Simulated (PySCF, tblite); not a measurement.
# C7H6Cl−: geometry, infrared bands and NMR shifts

Wanted: the infrared bands and NMR shifts of C7H6Cl− (`C=Cc1cc[c-](Cl)c1`), by calculation.

Computed with tblite 0.8.0 and PySCF 2.14.0, with density-fitted response routines of our own, on a single molecule in the gas phase. Atoms count from 0, in the outputs and in this text.

## 1. The molecule as given

14 atoms, charge -1, multiplicity 1; geometry from: force field or distance geometry start.

Bonds of the start (Å): C0–C1 1.34, C1–C2 1.46, C2–C3 1.39, C3–C4 1.40, C4–C5 1.37, C5–Cl6 1.76, C5–C7 1.39, C7–C2 1.39, C0–H8 1.08, C0–H9 1.08, C1–H10 1.09, C3–H11 1.08, C4–H12 1.08, C7–H13 1.07.

## 2. Optimising the geometry with GFN2-xTB

The job: settings as JSON, then the geometry in Å.

```
{"job": {"kind": "relax", "xc": "GFN2-xTB", "basis": "xTB"}, "charge": -1, "multiplicity": 1}
C      2.434600    -0.190000    -0.510800
C      1.603500     0.176900     0.478800
C      0.178700     0.066900     0.200000
C     -0.437800    -0.339200    -0.979200
C     -1.809900    -0.258600    -0.720400
C     -2.019900     0.202700     0.552500
Cl    -3.549100     0.502600     1.368700
C     -0.782900     0.416000     1.146100
H      2.039800    -0.529400    -1.457000
H      3.502300    -0.133800    -0.348000
H      1.979600     0.512700     1.443400
H      0.041900    -0.678700    -1.883400
H     -2.548500    -0.520600    -1.461300
H     -0.633000     0.772000     2.148300
```

Launch:

```bash
OMP_NUM_THREADS=1 python probes_run.py task.json out
```

The driver reads the jobs from task.json and runs them one after another.

**Question.** This job is followed by: GFN2-xTB harmonic vibrations, gas phase; GIAO PBE0/pcSseg-1 NMR shielding, non-relativistic, gas phase. What will the session give for the following? strongest single infrared mode (GFN2-xTB); zero-point energy (GFN2-xTB); 13C shifts against TMS (PBE0/pcSseg-1); 1H shifts against TMS (PBE0/pcSseg-1); 35Cl shifts against HCl (PBE0/pcSseg-1).

As calculated:

| quantity | value |
| --- | --- |
| strongest single infrared mode (GFN2-xTB) | 1650 cm⁻¹, 297 km/mol |
| zero-point energy (GFN2-xTB) | 63.5 kcal/mol |
| 13C shifts against TMS (PBE0/pcSseg-1) | 144.7, 120.5, 110.2, 109.9, 108.2, 101.2, 84.1 ppm |
| 1H shifts against TMS (PBE0/pcSseg-1) | 6.35, 6.18, 5.47, 5.38, 4.47, 3.51 ppm |
| 35Cl shifts against HCl (PBE0/pcSseg-1) | 99 ppm |

Over 30 steps the energy fell by 0.271 eV; of the close pairs, C1–C2 changed most, 1.456 to 1.426 Å. All 36 modes are real, so the xTB geometry is a minimum. The strongest single mode, at 1650 cm⁻¹, moves mainly C1 and C0. GFN2-xTB is a fitted tight-binding method: band positions and strengths are rough. Its intensities can rank the bands wrongly. At PBE0/pcSseg-1: Shielding is most anisotropic at Cl6 (span 394 ppm, paramagnetic term -296 ppm). NICS(1)zz of -25 ppm above the planar ring from C2 marks a diatropic (aromatic) ring current.
